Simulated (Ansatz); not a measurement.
# Ni: the cost of one run

Method: DFT PBEsol, scalar-relativistic, plane waves, PAW, in Ansatz 0.2.0.

This is Ni in the bcc structure; at room conditions it is fcc.

1 further run of the same task is left out (set aside as unsound or not needed).

## 1. The system as given

It takes space group Im-3m (No. 229, cubic). The conventional cell has a = 2.755 Å, b = 2.755 Å, c = 2.755 Å, α = 90.00°, β = 90.00°, γ = 90.00°. Ni (site symmetry m-3m) has 8 Ni at 2.39 Å as nearest neighbours.

As a file:

```cif
data_structure
_symmetry_space_group_name_H-M 'P 1'
_symmetry_Int_Tables_number 1
_cell_length_a 2.3860
_cell_length_b 2.3860
_cell_length_c 2.3860
_cell_angle_alpha 109.471
_cell_angle_beta 109.471
_cell_angle_gamma 109.471
_cell_volume 10.46
loop_
_atom_site_label
_atom_site_type_symbol
_atom_site_fract_x
_atom_site_fract_y
_atom_site_fract_z
_atom_site_occupancy
Ni1 Ni 0.00000 0.00000 0.00000 1
```

It goes back to an entry of the Materials Project, which need not be the stable form.

This cell was relaxed beforehand with the same method: volume 10.46 Å³/atom, gap on the mesh none (metal), site moments up to 0.5 μB.

## 2. Bands, states and charges

Input file input.yaml:

```yaml
crystal:
  lattice:
    - [-1.3775377809, 1.3775377809, 1.3775377809]
    - [1.3775377809, -1.3775377809, 1.3775377809]
    - [1.3775377809, 1.3775377809, -1.3775377809]
  atoms:
    - { symbol: Ni, position: [0.0, 0.0, 0.0], spin: 0.6 }
basis:
  ecutwfc: 420
kpoints:
  mp_grid: { grid: [22, 22, 22] }
  band_path:
    path:
      - [[0.0, 0.0, 0.0], [0.5, -0.5, 0.5], [0.0, 0.0, 0.5], [0.0, 0.0, 0.0], [0.25, 0.25, 0.25], [0.5, -0.5, 0.5]]
      - [[0.25, 0.25, 0.25], [0.0, 0.0, 0.5]]
    npoints: 14
hamiltonian:
  xc: pbesol
scf:
  occupations: { method: gaussian, width: 0.1 }
  n_extra_bands: 6
output:
  forces: true
  stress: true
  eigenvalues: true
  populations: true
  dos: { projected: true, de: 0.02, nscf_kmesh: { grid: [33, 33, 33] } }
  bader: true
magnetization:
  spin_polarized: true
checkpoint:
  read: start.run
  write: ck
  compress: false
  write_wavefunctions: false
  write_every: 100000
```

On the command line:

```sh
ansatz run input.yaml --threads 1 --pin off --max-ram 2560MiB --backend cpu --events-out ev --progress --plain --runs-dir out
```

**Question.** How long does this run take on 1 thread of Intel Xeon at 2.50GHz (Skylake/Cascade Lake), shared host, and how much memory does it need?

About 58 s, with a peak of 0.41 GiB.
